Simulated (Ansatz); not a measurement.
**BIn: atomisation energy in Python**

How much energy holds BIn together? Aim: an atomisation energy, for BIn, run from a script.

Program: Ansatz 0.2.0 through its Python package. Level of theory: PBE+D3(BJ)/def2-TZVP. These are calculated values, not measurements.

## 1. Starting point

Bond lengths: In1–B2 2.205 Å.

The script holds or builds the structure itself.

## 2. The code

Input file bin_tae.py:

```python
from collections import Counter

import ansatz

BASIS_SET = "def2-TZVP"
FUNCTIONAL = "PBE"
VDW = "d3bj"


def energy(molecule, charge=0, unpaired=0):
    calc = molecule.calculation().basis(gaussian=BASIS_SET).functional(FUNCTIONAL, dispersion=VDW)
    if charge:
        calc = calc.charge(charge)
    if unpaired:
        calc = calc.spin("collinear", total=unpaired)
    report = calc.run(threads=1).report
    if report["published_state_doubts"]:
        print("  doubts:", report["published_state_doubts"])
    return report["free_energy_ev"]

system = (
    ansatz.Crystal.molecule()
    .atom("In", (0.0, 0.0, 0.0))
    .atom("B", (0.0, 0.0, 2.205))
)

unpaired = {"In": 1, "B": 1}
counts = Counter(site.symbol for site in system.cartesian_sites)
atom_energy = {s: energy(ansatz.Crystal.molecule().atom(s, (0, 0, 0)), 0, unpaired[s]) for s in counts}
whole = energy(system, 0, 2)
for s, e in atom_energy.items():
    print(f"{s:2s} x{counts[s]}  {e:14.5f} eV")
print(f"BIn: {whole:.5f} eV")
split = sum(counts[s] * e for s, e in atom_energy.items()) - whole
print(f"atomisation energy (no zero-point term): {96.485332 * split:.1f} kJ/mol, {split / sum(counts.values()):.3f} eV an atom")
```

## 3. What the engine is handed

The package turns the script's settings into the engine's input (first run):

```yaml
crystal:
  periodic: [false, false, false]
  atoms:
    - { symbol: In, position_ang: [0.0, 0.0, 0.0] }
basis:
  gaussian:
    orbitals: def2-TZVP
hamiltonian:
  xc: pbe
  dispersion: d3bj
magnetization:
  spin_polarized: true
  initial_magnetization: 1.0
```

## 4. The run

Launch:

```bash
python bin_tae.py
```

Output:

```text
In x1     -5173.35663 eV
B  x1      -669.67447 eV
BIn: -5845.04565 eV
atomisation energy (no zero-point term): 194.4 kJ/mol, 1.007 eV an atom
```

Wall time 7.6 s (1 thread of Arm Neoverse V1, shared host); peak memory 0.19 GiB.

## 5. Inputs of later runs

The engine's inputs for the other runs:

Run 2, against run 1:

```diff
@@ -4 +4 @@
-    - { symbol: In, position_ang: [0.0, 0.0, 0.0] }
+    - { symbol: B, position_ang: [0.0, 0.0, 0.0] }
```

Run 3, against run 1:

```diff
@@ -4,0 +5 @@
+    - { symbol: B, position_ang: [0.0, 0.0, 2.205] }
@@ -13 +14 @@
-  initial_magnetization: 1.0
+  initial_magnetization: 2.0
```

Lines on the test bed's own set-up are left out of the output.

## 6. What each run gave

The 3 runs, in the order started:

| run | system | unpaired or total moment | energy (eV) | <S²> | SCF cycles | CPU time (s) |
| --- | --- | --- | --- | --- | --- | --- |
| 1 | In | 1 | -5173.3566 | 0.75 | 35 | 1.5 |
| 2 | B | 1 | -669.6745 | 0.75 | 23 | 0.27 |
| 3 | BIn | 2 | -5845.0457 | 2.01 | 47 | 4.4 |

Totals carry meaning only in balanced differences at one level of theory.

## 7. Outcome

| quantity | value |
| --- | --- |
| atomisation energy, no zero point | 194.4 kJ/mol |
| runs compared | 3 |

What this shows: Zero-point motion and spin-orbit terms of the atoms are left out, and both would lower it. 194.4 kJ/mol from the electronic energies, without the zero-point term. The geometry is a force-field or estimated start, not a minimum of this method, and the basis set is short of its limit. All parts are taken at fixed geometry, without zero-point energy. def2 sets replace the cores of elements past krypton by effective core potentials. The species is open-shell (spin multiplicity 3). The spin-orbit lowering of heavy atoms is left out. The spin state was assumed, and another may lie lower.
